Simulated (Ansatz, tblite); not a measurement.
# Ga7N7 zinc blende off sphere (Ga₇N₇): one state, many levels

An exercise on one series of results from a longer session: the logs are not shown, and one member is left open.

Method: as each input shows; program: Ansatz 0.2.0, Gaussian basis.

Levels to be run: GFN1-xTB, GFN2-xTB, PBE-D4/def2-TZVP, r2SCAN-D4/def2-TZVP, B97M-V/def2-TZVP, HSE06-D4/def2-TZVP, B3LYP-D4/def2-TZVP, PBE+5HF/def2-SVP, PBE+10HF/def2-SVP, PBE+15HF/def2-SVP, PBE+35HF/def2-SVP, PBE+50HF/def2-SVP, PBE-D4/def2-SVP, PBE0-D4/def2-SVP, HF/6-31G, B3LYP-D4/6-31G, MP2/def2-TZVP, RPA/def2-TZVP.

**The relaxed structure**

The geometry is that of the singlet, from an earlier relaxation (r2SCAN-D4/def2-SVP).

14 atoms, charge 0, spin multiplicity 1.

Bond lengths: N1–Ga9 1.832 Å, N1–Ga10 1.875 Å, N2–Ga8 1.933 Å, N2–Ga11 1.934 Å, N2–Ga12 1.933 Å, N3–Ga9 1.962 Å, N3–Ga11 1.824 Å, N3–Ga13 1.962 Å, N4–Ga8 1.824 Å, N4–Ga9 1.962 Å, N4–Ga14 1.963 Å, N5–Ga10 1.875 Å, N5–Ga14 1.832 Å, N6–Ga12 1.824 Å, N6–Ga13 1.963 Å, N6–Ga14 1.962 Å, N7–Ga10 1.875 Å, N7–Ga13 1.832 Å. Angles: Ga9–N1–Ga10 97.5°, Ga8–N2–Ga11 97.2°, Ga8–N2–Ga12 97.1°, Ga11–N2–Ga12 97.1°, Ga9–N3–Ga11 113.3°, Ga9–N3–Ga13 92.8°, Ga11–N3–Ga13 113.1°, Ga8–N4–Ga9 113.2°, Ga8–N4–Ga14 113.1°, Ga9–N4–Ga14 92.8°, Ga10–N5–Ga14 97.5°, Ga12–N6–Ga13 113.2°, Ga12–N6–Ga14 113.2°, Ga13–N6–Ga14 92.8°, Ga10–N7–Ga13 97.5°, N2–Ga8–N4 125.7°, N1–Ga9–N3 118.7°, N1–Ga9–N4 118.7° and more.

PBE0-D4/def2-TZVP was run before; its log isn't repeated, and its numbers join the tables.

Set-up of the first run:

Tight binding, by tblite at 300 K electronic temperature and without a spin-polarisation term:

```python
tblite.interface.Calculator('GFN1-xTB', numbers, positions, charge=0, uhf=0).singlepoint()
```

Tight binding, by tblite at 300 K electronic temperature and without a spin-polarisation term:

```python
tblite.interface.Calculator('GFN2-xTB', numbers, positions, charge=0, uhf=0).singlepoint()
```

start.molden holds the orbitals of an earlier run on this state, given as this run's starting guess.

Input file in.yaml:

```yaml
crystal:
  periodic: [false, false, false]
  atoms:
    - {symbol: N, position_ang: [0.570040, -2.817768, 0.582329]}
    - {symbol: N, position_ang: [-1.831367, 1.846358, -1.838109]}
    - {symbol: N, position_ang: [0.519863, -0.526853, -1.743979]}
    - {symbol: N, position_ang: [-1.746734, -0.517132, 0.524955]}
    - {symbol: N, position_ang: [0.578902, -0.583696, 2.815744]}
    - {symbol: N, position_ang: [0.531601, 1.741446, 0.523339]}
    - {symbol: N, position_ang: [2.814443, -0.593751, 0.579009]}
    - {symbol: Ga, position_ang: [-2.643668, 0.608812, -0.594831]}
    - {symbol: Ga, position_ang: [-0.403302, -1.612471, -0.395027]}
    - {symbol: Ga, position_ang: [1.569034, -1.579868, 1.574308]}
    - {symbol: Ga, position_ang: [-0.594461, 0.599572, -2.647428]}
    - {symbol: Ga, position_ang: [-0.585394, 2.649313, -0.596821]}
    - {symbol: Ga, position_ang: [1.615122, 0.388203, -0.397141]}
    - {symbol: Ga, position_ang: [-0.394081, 0.397825, 1.613681]}
basis:
  gaussian: {orbitals: def2-TZVP, fitting: {mean_field: def2-universal-jkfit}, initial_orbitals: start.molden}
hamiltonian: {xc: pbe, dispersion: d4}
scf: {omitted_lower_state_checks: [starts]}
output: {forces: true, orbitals: {seedname: orbitals}}
```

On the command line:

```sh
> ansatz run in.yaml --threads 2 --pin off --events-out ev --progress --plain --max-ram 32768MiB --backend cuda --devices 0, --max-vram 18GiB
```

Steps of the session up to this table: PBE-D4/def2-TZVP; r2SCAN-D4/def2-TZVP; B97M-V/def2-TZVP; HSE06-D4/def2-TZVP; B3LYP-D4/def2-TZVP; PBE+5HF/def2-SVP; PBE+10HF/def2-SVP; PBE+15HF/def2-SVP; PBE+35HF/def2-SVP; PBE+50HF/def2-SVP; PBE-D4/def2-SVP; PBE0-D4/def2-SVP; HF/6-31G; B3LYP-D4/6-31G; MP2/def2-TZVP; RPA/def2-TZVP.

One of the session's tables, all rows but one given; the rest of the session is left out.

It belongs to the step «Binding energy». 

```
              level  binding an atom (eV)
           HF/6-31G                 0.373
       HF/def2-TZVP                 0.586
    PBE-D4/def2-SVP                 3.124
   PBE-D4/def2-TZVP                 3.103
r2SCAN-D4/def2-TZVP                 2.849
   B97M-V/def2-TZVP                 2.794
     B3LYP-D4/6-31G                 2.762
 B3LYP-D4/def2-TZVP                 2.727
   PBE0-D4/def2-SVP                 2.780
  PBE0-D4/def2-TZVP                 2.774
 HSE06-D4/def2-TZVP                 2.787
      RPA/def2-TZVP                     ?
      MP2/def2-TZVP                 3.011
```

Estimate the missing values for RPA/def2-TZVP.

**Answer.** binding an atom (eV): 2.647. In the column «binding an atom (eV)» it lies between HF/def2-TZVP (0.586) and B3LYP-D4/def2-TZVP (2.727).

To keep in mind: Free atoms were run apart at each level; binding is atoms less cluster, divided by the number of atoms, without zero-point or spin-orbit terms.
